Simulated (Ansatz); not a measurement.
# AlCl2F: the cost of one run

Method: RKS PBE0-D4/def2-SVP, in Ansatz 0.2.0.

**1. Starting point**

Bond lengths: Al1–Cl2 2.230 Å, Al1–Cl3 2.230 Å, Al1–F4 1.690 Å. Angles: Cl2–Al1–Cl3 120.0°, Cl2–Al1–F4 120.0°, Cl3–Al1–F4 120.0°.

Structure file:

```xyz
4

Al    0.0000    0.0000    0.0000
Cl    0.0000    0.0000    2.2300
Cl    1.9312    0.0000   -1.1150
F    -1.4635    0.0000   -0.8450
```

**2. Preparing the start**

The input, input.yaml:

```yaml
crystal:
  periodic: [false, false, false]
  atoms:
    - { symbol: Al, position_ang: [0.0, 0.0, 0.0] }
    - { symbol: Cl, position_ang: [0.0, 0.0, 2.23] }
    - { symbol: Cl, position_ang: [1.9312, 0.0, -1.115] }
    - { symbol: F, position_ang: [-1.4635, 0.0, -0.845] }
basis:
  gaussian: { orbitals: def2-SVP }
hamiltonian:
  xc: pbe0
  dispersion: d4
relax:
  f_tol: 0.02
  max_steps: 40
```

The run is started by

```
$ ansatz run input.yaml --threads 1 --pin off --max-ram 2048MiB --backend cpu --events-out ev --progress --plain --runs-dir out
```

What time and memory should one allow on 1 thread of Arm Neoverse N1, shared host?

About 19 s, with a peak of 0.13 GiB.
